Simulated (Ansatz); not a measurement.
LuAg2: equation of state with PBE

The system is LuAg2.

```xyz
3
Lattice="-1.8189 1.8189 4.5275 1.8189 -1.8189 4.5275 1.8189 1.8189 -4.5275" Properties=species:S:1:pos:R:3 pbc="T T T"
Lu    0.0000    0.0000    0.0000
Ag    0.0000    0.0000    3.0027
Ag    0.0000    0.0000    6.0522
```

The cell comes from a database or a generator and needn't be the stable form of this composition.

```json
{"Program": "Ansatz 0.2.0", "Task": "equation of state", "Functional": "PBE", "Potentials or basis": "Ansatz PAW", "Cutoff": "420 eV", "Density cutoff": "1680 eV", "k mesh": "10 × 10 × 10", "Occupations": "fermi-dirac, width 0.05 eV", "Spin": "no spin polarisation"}
```

```yaml
Equilibrium_volume: 20.70 Å³/atom
Bulk_modulus_at_fixed_shape_and_positions: 82 GPa
Pressure_derivative_of_the_bulk_modulus: 4.9
```

Energy against volume, from the lowest point:
| volume (Å³/atom) | energy (meV/atom) |
| --- | --- |
| 18.774 | 55.45 |
| 19.173 | 33.46 |
| 19.573 | 17.53 |
| 19.972 | 7.02 |
| 20.372 | 1.35 |
| 20.771 | 0.00 |
| 21.171 | 2.50 |

All runs of the series together: 62 s on 2 threads of Arm Neoverse V1, with other jobs on the host.

Caveat: the cell was scaled at fixed shape and fractional positions, which overstates the stiffness of a crystal with free parameters, most of all of layers and chains. The run has no spin-orbit coupling, so splittings on Lu are missing.
